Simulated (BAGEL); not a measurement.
# CH7GaSi (SMILES [CH3][GaH][SiH3]) at PBE0/6-31G(d) (density fitting with cc-pvqz-jkfit, spherical functions)

What is the energy change on altering one bond length of CH7GaSi at PBE0/6-31G* (density fitting with cc-pvqz-jkfit, spherical functions)? 

Program for the calculation: BAGEL 1.2.2.

3 further runs of the same task are left out: 3 that didn't finish.

### 1 The structure to begin with

The species is CH7GaSi (10 atoms), meant as a singlet with charge 0. As SMILES, `[CH3][GaH][SiH3]`. The coordinates come from a PBE0-D4/def2-TZVP relaxation.

Bond lengths: C1–Ga2 1.971 Å, Ga2–Si3 2.419 Å, C1–H4 1.090 Å, C1–H5 1.094 Å, C1–H6 1.093 Å, Ga2–H7 1.578 Å, Si3–H8 1.492 Å, Si3–H9 1.489 Å, Si3–H10 1.492 Å. Some angles: C1–Ga2–Si3 120.8°, C1–Ga2–H7 118.1°, Si3–Ga2–H7 121.0°, Ga2–C1–H4 113.1°, Ga2–C1–H5 109.2°, Ga2–C1–H6 110.1°, Ga2–Si3–H8 110.2°, Ga2–Si3–H9 114.2°, Ga2–Si3–H10 110.2°, H4–C1–H5 108.5°.

### 2 The energy at PBE0/6-31G(d) (density fitting with cc-pvqz-jkfit, spherical functions)

File dft.json:

```json
{ "bagel": [

{
  "title": "molecule",
  "basis": "6-31gs.json",
  "df_basis": "cc-pvqz-jkfit",
  "angstrom": "true",
  "geometry": [
    { "atom": "C", "xyz": [      -1.123300,       1.394100,      -0.619200 ] },
    { "atom": "Ga", "xyz": [       0.561500,       0.659300,       0.093300 ] },
    { "atom": "Si", "xyz": [       0.786700,      -1.705300,       0.550700 ] },
    { "atom": "H", "xyz": [      -1.924300,       0.656600,      -0.670400 ] },
    { "atom": "H", "xyz": [      -0.947000,       1.785400,      -1.626000 ] },
    { "atom": "H", "xyz": [      -1.454200,       2.236500,      -0.005700 ] },
    { "atom": "H", "xyz": [       1.759600,       1.654600,       0.346000 ] },
    { "atom": "H", "xyz": [       0.531000,      -2.496200,      -0.688800 ] },
    { "atom": "H", "xyz": [       2.125000,      -2.100900,       1.069700 ] },
    { "atom": "H", "xyz": [      -0.231700,      -2.135100,       1.553300 ] }
  ]
},

{ "title": "ks", "xc_func": "pbe0" },

{ "title": "print", "file": "orbitals.molden", "orbitals": "true" }

]}
```

The basis set 6-31G* is read from a file made from the Basis Set Exchange's data (not shown).

Run with:

```console
$ BAGEL_NUM_THREADS=1 BAGEL dft.json > dft.out
```

Log:

```text
* using 1 threads per process

  ===============================================================
  ===============================================================

  *** Geometry ***

  { "atom" : "C", "xyz" : [     -2.122729,      2.634467,     -1.170118 ] },
  { "atom" : "Ga", "xyz" : [      1.061081,      1.245896,      0.176311 ] },
  { "atom" : "Si", "xyz" : [      1.486648,     -3.222550,      1.040672 ] },
  { "atom" : "H", "xyz" : [     -3.636400,      1.240794,     -1.266872 ] },
  { "atom" : "H", "xyz" : [     -1.789571,      3.373917,     -3.072695 ] },
  { "atom" : "H", "xyz" : [     -2.748040,      4.226372,     -0.010771 ] },
  { "atom" : "H", "xyz" : [      3.325162,      3.126741,      0.653845 ] },
  { "atom" : "H", "xyz" : [      1.003445,     -4.717134,     -1.301643 ] },
  { "atom" : "H", "xyz" : [      4.015668,     -3.970126,      2.021440 ] },
  { "atom" : "H", "xyz" : [     -0.437850,     -4.034754,      2.935312 ] },

  Number of auxiliary basis functions:      829

  Since a DF basis is specified, we compute 2- and 3-index integrals:
    o Being stored without compression. Storage requirement is 0.040 GB

  Number of basis functions:       78
  Number of electrons      :       58

    * METHOD: MOLECULE                             1.22

  *** Kohn-Sham DFT ***

    * Removing 16874 points whose weight is below 1.00e-10
    * Grid points: 132186

  === Nuclear Repulsion ===
   238.5830285650

       - DIIS with orbital gradients will be used.

  === KS iteration (pbe0 / 6-31gs.json) ===
      0      -2172.01153562          0.08214952           0.83
      1      -2005.23788904          0.19089395           0.77
      2      -2099.03176884          0.12899908           0.75
      3      -2147.23364506          0.13407683           0.74
      4      -2233.37146852          0.14903711           0.72
      5      -2252.94508689          0.08548591           0.75
      6      -2246.76980135          0.10747073           0.76
      7      -2246.14651266          0.09308716           0.74
      8      -2247.39259357          0.10231474           0.72
      9      -2235.29415051          0.11909698           0.72
     10      -2255.65692474          0.03109318           0.72
     11      -2255.22432903          0.03149652           0.74
     12      -2255.86796061          0.00870586           0.71
     13      -2255.91425913          0.00131426           0.71
     14      -2255.91503269          0.00050454           0.71
     15      -2255.91517411          0.00010830           0.71
     16      -2255.91517983          0.00001568           0.71
     17      -2255.91517995          0.00000383           0.72
     18      -2255.91517995          0.00000124           0.75
     19      -2255.91517995          0.00000042           0.75
     20      -2255.91517995          0.00000013           0.71
     21      -2255.91517995          0.00000004           0.72
     22      -2255.91517995          0.00000002           0.74
     23      -2255.91517995          0.00000000           0.71
    * SCF iteration converged.

    * Permanent dipole moment:
           (    0.251863,    -0.259943,     0.132580) a.u.

    * METHOD: KS                                  18.68

    * METHOD: PRINT                                0.01

  ===============================================================
```

Wall time 20 s (1 thread of Intel Xeon Platinum 8259CL at 2.50GHz (Skylake/Cascade Lake), shared host); peak memory 0.55 GiB.

### 3 The distorted shape

File input.json:

```json
{ "bagel" : [

{
  "title" : "molecule",
  "basis" : "6-31gs.json",
  "df_basis" : "cc-pvqz-jkfit",
  "angstrom" : true,
  "geometry" : [
    { "atom" : "C", "xyz" : [      -1.024034,       1.141391,      -0.803242 ] },
    { "atom" : "Ga", "xyz" : [       0.660766,       0.406591,      -0.090742 ] },
    { "atom" : "Si", "xyz" : [       0.885966,      -1.958009,       0.366658 ] },
    { "atom" : "H", "xyz" : [      -1.825034,       0.403891,      -0.854442 ] },
    { "atom" : "H", "xyz" : [      -0.847734,       1.532691,      -1.810042 ] },
    { "atom" : "H", "xyz" : [      -1.454200,       2.236500,      -0.005700 ] },
    { "atom" : "H", "xyz" : [       1.858866,       1.401891,       0.161958 ] },
    { "atom" : "H", "xyz" : [       0.630266,      -2.748909,      -0.872842 ] },
    { "atom" : "H", "xyz" : [       2.224266,      -2.353609,       0.885658 ] },
    { "atom" : "H", "xyz" : [      -0.132434,      -2.387809,       1.369258 ] }
  ]
},

{
  "title" : "ks",
  "xc_func" : "pbe0"
},

{
  "title" : "print",
  "file" : "orbitals.molden",
  "orbitals" : true
}

]}
```

The basis set 6-31G* is read from a file made from the Basis Set Exchange's data (not shown).

Run with:

```console
$ BAGEL_NUM_THREADS=1 BAGEL input.json > input.out
```

Log:

```text
* using 1 threads per process

  ===============================================================
  ===============================================================

  *** Geometry ***

  { "atom" : "C", "xyz" : [     -1.935144,      2.156916,     -1.517907 ] },
  { "atom" : "Ga", "xyz" : [      1.248667,      0.768346,     -0.171478 ] },
  { "atom" : "Si", "xyz" : [      1.674233,     -3.700101,      0.692883 ] },
  { "atom" : "H", "xyz" : [     -3.448814,      0.763243,     -1.614661 ] },
  { "atom" : "H", "xyz" : [     -1.601985,      2.896366,     -3.420484 ] },
  { "atom" : "H", "xyz" : [     -2.748040,      4.226372,     -0.010771 ] },
  { "atom" : "H", "xyz" : [      3.512748,      2.649190,      0.306056 ] },
  { "atom" : "H", "xyz" : [      1.191030,     -5.194685,     -1.649432 ] },
  { "atom" : "H", "xyz" : [      4.203254,     -4.447676,      1.673651 ] },
  { "atom" : "H", "xyz" : [     -0.250264,     -4.512305,      2.587523 ] },

  Number of auxiliary basis functions:      829

  Since a DF basis is specified, we compute 2- and 3-index integrals:
    o Being stored without compression. Storage requirement is 0.040 GB

  Number of basis functions:       78
  Number of electrons      :       58

    * METHOD: MOLECULE                             1.16

  *** Kohn-Sham DFT ***

    * Removing 16492 points whose weight is below 1.00e-10
    * Grid points: 132568

  === Nuclear Repulsion ===
   237.1868728832

       - DIIS with orbital gradients will be used.

  === KS iteration (pbe0 / 6-31gs.json) ===
      0      -2172.33899806          0.08179258           0.80
      1      -2005.80311483          0.19067904           0.72
      2      -2099.34354407          0.12878059           0.73
      3      -2147.46239082          0.13783510           0.74
      4      -2234.55511093          0.14828510           0.72
      5      -2253.45579458          0.07913572           0.72
      6      -2245.06235357          0.11900468           0.73
      7      -2249.41802581          0.07533828           0.72
      8      -2250.61811717          0.08296180           0.72
      9      -2253.96285091          0.05875322           0.77
     10      -2255.68508809          0.02066407           0.74
     11      -2255.80590519          0.01004180           0.73
     12      -2255.87253569          0.00264576           0.76
     13      -2255.87802129          0.00053690           0.75
     14      -2255.87815308          0.00019693           0.74
     15      -2255.87817828          0.00002390           0.74
     16      -2255.87817857          0.00000590           0.75
     17      -2255.87817859          0.00000278           0.74
     18      -2255.87817859          0.00000081           0.70
     19      -2255.87817859          0.00000026           0.71
     20      -2255.87817859          0.00000009           0.78
     21      -2255.87817859          0.00000003           0.72
     22      -2255.87817859          0.00000001           0.72
    * SCF iteration converged.

    * Permanent dipole moment:
           (    0.211217,    -0.167452,     0.180665) a.u.

    * METHOD: KS                                  18.02

    * METHOD: PRINT                                0.01

  ===============================================================
```

It took 20 s on 1 thread of Intel Xeon Platinum 8259CL at 2.50GHz (Skylake/Cascade Lake), shared host; peak memory 0.55 GiB.

### 4 Outcome

Level: PBE0/6-31G* (density fitting with cc-pvqz-jkfit, spherical functions).

```
                                                         quantity           value
                                        first shape: total energy  -2255.91518 Eh
                                       first shape: dipole moment          0.98 D
                                         first shape: HOMO energy        -7.26 eV
                                         first shape: LUMO energy        -1.66 eV
                                       first shape: HOMO–LUMO gap         5.60 eV
                                    distorted shape: total energy  -2255.87818 Eh
                                   distorted shape: dipole moment          0.82 D
                                     distorted shape: HOMO energy        -7.28 eV
                                     distorted shape: LUMO energy        -1.70 eV
                                   distorted shape: HOMO–LUMO gap         5.58 eV
energy change with the C1–H6 bond stretched from 1.093 to 1.421 Å        1.007 eV
```

With the C1–H6 bond stretched from 1.093 to 1.421 Å the energy rises by 1.01 eV (23 kcal/mol). The first shape isn't relaxed at this level, so the change isn't measured from a minimum.
